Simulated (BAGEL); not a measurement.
# C2H7NSi (SMILES NC1C[SiH2]1): HF/STO-3G (density fitting with cc-pvqz-jkfit)

What is the energy change on altering one bond length of C2H7NSi at HF/STO-3G (density fitting with cc-pvqz-jkfit)? 

The calculation is run with BAGEL 1.2.2.

2 further runs of the same task are left out: 1 that didn't finish, 1 set aside as unsound or not needed.

## (1) Starting point

The species is C2H7NSi (11 atoms), meant as a singlet with charge 0. As SMILES, `NC1C[SiH2]1`. Geometry: relaxed at PBE0-D4/def2-TZVP. This is one conformer, not always the lowest.

Bond lengths: N1–C2 1.437 Å, C2–C3 1.539 Å, C2–Si4 1.862 Å, C3–Si4 1.848 Å, N1–H5 1.011 Å, N1–H6 1.014 Å, C2–H7 1.094 Å, C3–H8 1.085 Å, C3–H9 1.086 Å, Si4–H10 1.479 Å, Si4–H11 1.476 Å. Some angles: N1–C2–C3 114.5°, N1–C2–Si4 118.4°, C3–C2–Si4 65.0°, C2–C3–Si4 65.9°, C2–Si4–C3 49.0°, N1–C2–H7 118.0°, C3–C2–H7 113.0°, Si4–C2–H7 116.4°, C2–N1–H5 111.6°, C2–N1–H6 111.3°.

## (2) A single-point energy at HF/STO-3G (density fitting with cc-pvqz-jkfit)

job.json reads:

```json
{ "bagel" : [

{
  "title" : "molecule",
  "basis" : "sto-3g",
  "df_basis" : "cc-pvqz-jkfit",
  "angstrom" : true,
  "geometry" : [
    { "atom" : "N", "xyz" : [   -1.337200,    0.826100,   -0.314200 ] },
    { "atom" : "C", "xyz" : [    0.048100,    0.587400,   -0.015100 ] },
    { "atom" : "C", "xyz" : [    0.296100,   -0.519700,    1.025200 ] },
    { "atom" : "Si", "xyz" : [    0.845000,   -0.955900,   -0.685100 ] },
    { "atom" : "H", "xyz" : [   -1.450400,    1.288300,   -1.206000 ] },
    { "atom" : "H", "xyz" : [   -1.774000,    1.401500,    0.397500 ] },
    { "atom" : "H", "xyz" : [    0.701400,    1.454200,    0.118600 ] },
    { "atom" : "H", "xyz" : [    1.025100,   -0.311700,    1.801300 ] },
    { "atom" : "H", "xyz" : [   -0.607900,   -0.997000,    1.390600 ] },
    { "atom" : "H", "xyz" : [    2.288700,   -0.939900,   -1.005500 ] },
    { "atom" : "H", "xyz" : [    0.030300,   -1.890100,   -1.486800 ] }
  ]
},
{ "title" : "hf" },
{ "title" : "print", "file" : "orbitals.molden", "orbitals" : true }

]}
```

Run with:

```bash
$ BAGEL_NUM_THREADS=1 BAGEL job.json > job.out
```

Log:

```text
* using 1 threads per process

  ===============================================================
  ===============================================================

  *** Geometry ***

  { "atom" : "N", "xyz" : [     -2.526942,      1.561103,     -0.593752 ] },
  { "atom" : "C", "xyz" : [      0.090896,      1.110025,     -0.028535 ] },
  { "atom" : "C", "xyz" : [      0.559548,     -0.982091,      1.937347 ] },
  { "atom" : "Si", "xyz" : [      1.596819,     -1.806389,     -1.294651 ] },
  { "atom" : "H", "xyz" : [     -2.740859,      2.434534,     -2.279010 ] },
  { "atom" : "H", "xyz" : [     -3.352374,      2.648451,      0.751166 ] },
  { "atom" : "H", "xyz" : [      1.325454,      2.748040,      0.224122 ] },
  { "atom" : "H", "xyz" : [      1.937158,     -0.589028,      3.403964 ] },
  { "atom" : "H", "xyz" : [     -1.148765,     -1.884057,      2.627853 ] },
  { "atom" : "H", "xyz" : [      4.325016,     -1.776154,     -1.900120 ] },
  { "atom" : "H", "xyz" : [      0.057259,     -3.571771,     -2.809645 ] },

  Number of auxiliary basis functions:      823

  Since a DF basis is specified, we compute 2- and 3-index integrals:
    o Being stored without compression. Storage requirement is 0.006 GB

  Number of basis functions:       31
  Number of electrons      :       40

    * METHOD: MOLECULE                             1.04

  *** RHF ***

  === Nuclear Repulsion ===
   165.7879334065

      * DIIS with orbital gradients will be used.

  === RHF iteration (sto-3g) ===
      0       -418.12693645          0.00875355           0.06
      1       -418.15597025          0.00207243           0.05
      2       -418.15788125          0.00057355           0.05
      3       -418.15806722          0.00008806           0.05
      4       -418.15807193          0.00002830           0.05
      5       -418.15807271          0.00000364           0.06
      6       -418.15807272          0.00000071           0.05
      7       -418.15807272          0.00000015           0.05
      8       -418.15807272          0.00000005           0.07
      9       -418.15807272          0.00000002           0.06
     10       -418.15807272          0.00000000           0.06
    * SCF iteration converged.

    * Permanent dipole moment:
           (   -0.361826,    -0.219544,     0.258321) a.u.

    * METHOD: HF                                   0.79

    * METHOD: PRINT                                0.01

  ===============================================================
```

It took 2.5 s on 1 thread of AMD EPYC 7R43 (Zen 3), shared host; peak memory 0.081 GiB.

## (3) The distorted shape, same level

hf.json reads:

```json
{ "bagel": [

{
  "title": "molecule",
  "basis": "sto-3g",
  "df_basis": "cc-pvqz-jkfit",
  "angstrom": true,
  "geometry": [
    { "atom": "N", "xyz": [      -1.533181,       0.566071,      -0.354308 ] },
    { "atom": "C", "xyz": [      -0.147881,       0.327371,      -0.055208 ] },
    { "atom": "C", "xyz": [       0.100119,      -0.779729,       0.985092 ] },
    { "atom": "Si", "xyz": [       0.649019,      -1.215929,      -0.725208 ] },
    { "atom": "H", "xyz": [      -1.646381,       1.028271,      -1.246108 ] },
    { "atom": "H", "xyz": [      -1.969981,       1.141471,       0.357392 ] },
    { "atom": "H", "xyz": [       0.701400,       1.454200,       0.118600 ] },
    { "atom": "H", "xyz": [       0.829119,      -0.571729,       1.761192 ] },
    { "atom": "H", "xyz": [      -0.803881,      -1.257029,       1.350492 ] },
    { "atom": "H", "xyz": [       2.092719,      -1.199929,      -1.045608 ] },
    { "atom": "H", "xyz": [      -0.165681,      -2.150129,      -1.526908 ] }
  ]
},

{ "title": "hf" },

{ "title": "print", "file": "orbitals.molden", "orbitals": true }

]}
```

Run with:

```bash
$ BAGEL_NUM_THREADS=1 BAGEL hf.json > hf.out
```

Log:

```text
* using 1 threads per process

  ===============================================================
  ===============================================================

  *** Geometry ***

  { "atom" : "N", "xyz" : [     -2.897292,      1.069719,     -0.669545 ] },
  { "atom" : "C", "xyz" : [     -0.279455,      0.618642,     -0.104328 ] },
  { "atom" : "C", "xyz" : [      0.189197,     -1.473474,      1.861554 ] },
  { "atom" : "Si", "xyz" : [      1.226468,     -2.297773,     -1.370445 ] },
  { "atom" : "H", "xyz" : [     -3.111209,      1.943151,     -2.354803 ] },
  { "atom" : "H", "xyz" : [     -3.722725,      2.157068,      0.675373 ] },
  { "atom" : "H", "xyz" : [      1.325454,      2.748040,      0.224122 ] },
  { "atom" : "H", "xyz" : [      1.566808,     -1.080411,      3.328171 ] },
  { "atom" : "H", "xyz" : [     -1.519115,     -2.375441,      2.552060 ] },
  { "atom" : "H", "xyz" : [      3.954666,     -2.267537,     -1.975913 ] },
  { "atom" : "H", "xyz" : [     -0.313092,     -4.063155,     -2.885438 ] },

  Number of auxiliary basis functions:      823

  Since a DF basis is specified, we compute 2- and 3-index integrals:
    o Being stored without compression. Storage requirement is 0.006 GB

  Number of basis functions:       31
  Number of electrons      :       40

    * METHOD: MOLECULE                             0.83

  *** RHF ***

  === Nuclear Repulsion ===
   164.4330562537

      * DIIS with orbital gradients will be used.

  === RHF iteration (sto-3g) ===
      0       -418.06940365          0.00872823           0.07
      1       -418.10039247          0.00232898           0.07
      2       -418.10283771          0.00073281           0.06
      3       -418.10311169          0.00013414           0.06
      4       -418.10312068          0.00003733           0.07
      5       -418.10312175          0.00000618           0.06
      6       -418.10312178          0.00000138           0.06
      7       -418.10312178          0.00000042           0.06
      8       -418.10312178          0.00000011           0.07
      9       -418.10312178          0.00000003           0.06
     10       -418.10312178          0.00000001           0.05
    * SCF iteration converged.

    * Permanent dipole moment:
           (   -0.255683,    -0.115748,     0.269696) a.u.

    * METHOD: HF                                   0.85

    * METHOD: PRINT                                0.01

  ===============================================================
```

Wall time 2.3 s (1 thread of AMD EPYC 7R43 (Zen 3), shared host); peak memory 0.081 GiB.

## (4) What came out

At HF/STO-3G (density fitting with cc-pvqz-jkfit):

| quantity | value |
| --- | --- |
| first shape: total energy | -418.15807 Eh |
| first shape: dipole moment | 1.26 D |
| first shape: HOMO energy | -6.95 eV |
| first shape: LUMO energy | 10.78 eV |
| first shape: HOMO–LUMO gap | 17.73 eV |
| distorted shape: total energy | -418.10312 Eh |
| distorted shape: dipole moment | 0.99 D |
| distorted shape: HOMO energy | -6.79 eV |
| distorted shape: LUMO energy | 10.58 eV |
| distorted shape: HOMO–LUMO gap | 17.37 eV |
| energy change with the C2–H7 bond stretched from 1.094 to 1.422 Å | 1.495 eV |

In words: With the C2–H7 bond stretched from 1.094 to 1.422 Å the energy rises by 1.50 eV (34 kcal/mol). The first shape isn't relaxed at this level, so the change isn't measured from a minimum. The minimal basis adds a large error of its own.
